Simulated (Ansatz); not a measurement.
# GeHO+ (triplet): from Hartree-Fock to the top rungs, cc-pVDZ

Aim: climb from Hartree-Fock through coupled cluster and multireference methods for GeHO+ (triplet) at one geometry and basis, and see what each rung misses.

Program: Ansatz 0.2.0, Gaussian basis. Level of theory: cc-pVDZ, core rule «outside noble gas», up to 15 orbitals frozen. These are calculated values, not measurements.

The runs, in order: UHF; CCSD(T) on ROHF; CCSD(T) on UHF; BCCD(T) on ROHF; CISD; CCSDT(Q) on ROHF; CCSDT(Q) on UHF; CCSDTQ on ROHF; CCSDTQ on UHF; CASSCF and MRCISD+Q, 10 electrons in 9 orbitals; CASSCF and NEVPT2, 10 electrons in 9 orbitals.

7 further runs of the same task are left out: 4 for a known fault of the program, 3 set aside as unsound or not needed.

## (1) What is computed

The geometry is a PBE0/def2-TZVP stationary point (not a proven minimum) of the parent state, kept for this charge and spin. No spin-orbit coupling is included. The filled d shell of Ge may be among the frozen orbitals whatever the setting's name suggests; the logs give the count.

3 atoms, charge 1, spin multiplicity 3.

Atoms are counted from 1 here; the program's logs count them from 0.

Bond lengths: Ge1–O2 1.651 Å, Ge1–H3 1.599 Å. Angles: O2–Ge1–H3 112.9°.

Geometry (Å):

```
Ge    0.0000   -0.0405    0.2854
O     0.0000    0.0973   -1.3603
H     0.0000    1.3757    1.0274
```

## (2) UHF

in.yaml reads:

```yaml
crystal:
  periodic: [false, false, false]
  atoms:
    - {symbol: Ge, position_ang: [0.000000, -0.040516, 0.285357]}
    - {symbol: O, position_ang: [0.000000, 0.097280, -1.360296]}
    - {symbol: H, position_ang: [0.000000, 1.375714, 1.027442]}
basis:
  gaussian: {orbitals: cc-pVDZ}
total_charge: 1
magnetization: {spin_polarized: true, initial_magnetization: 2}
hamiltonian: {xc: hf}
output: {orbitals: {seedname: orbitals}}
```

Command:

```console
ansatz run in.yaml --threads 1 --pin off --events-out ev --progress --plain --max-ram 2560MiB --backend cpu
```

Further steps of the session: CCSD(T) on ROHF; CCSD(T) on UHF; BCCD(T) on ROHF; CISD; CCSDT(Q) on ROHF; CCSDT(Q) on UHF; CCSDTQ on ROHF; CCSDTQ on UHF; CASSCF and MRCISD+Q, 10 electrons in 9 orbitals; CASSCF and NEVPT2, 10 electrons in 9 orbitals.

**Question.** What will the summary of the whole plan be? Wanted: UCCSDTQ below the RHF energy; RMP2 from UCCSDTQ; UMP2 from UCCSDTQ; RCCSD from UCCSDTQ; RCCSD(T) from UCCSDTQ; UCCSD(T) from UCCSDTQ; RCCSDT(Q) from UCCSDTQ; UCCSDT(Q) from UCCSDTQ; NEVPT2 valence from UCCSDTQ.

As calculated:

| quantity | value |
| --- | --- |
| UCCSDTQ below the RHF energy | -6.4067 eV |
| RMP2 from UCCSDTQ | +899.2 meV |
| UMP2 from UCCSDTQ | +882.9 meV |
| RCCSD from UCCSDTQ | +218.6 meV |
| RCCSD(T) from UCCSDTQ | +54.3 meV |
| UCCSD(T) from UCCSDTQ | +49.0 meV |
| RCCSDT(Q) from UCCSDTQ | +7.1 meV |
| UCCSDT(Q) from UCCSDTQ | -2.5 meV |
| NEVPT2 valence from UCCSDTQ | +833.2 meV |
| MRCISD+Q valence from UCCSDTQ | +42.3 meV |
| levels within 1 kcal/mol (43 meV) | RCCSDT, UCCSDT, RCCSDT(Q), UCCSDT(Q), RCCSDTQ, MRCISD+Q valence |
| T1 diagnostic | 0.037 |
| effectively unpaired electrons | 2.02 |

What this shows: RCCSD(T) lands +54.3 meV from the yardstick (0.8 % of the correlation energy). One determinant dominates. Of the multireference levels listed MRCISD+Q valence comes nearest in total energy (+42.3 meV), which doesn't show that its space is the better one. These misses are within one basis, not against nature; the frozen cores of restricted and unrestricted runs differ, which can shift their rows.
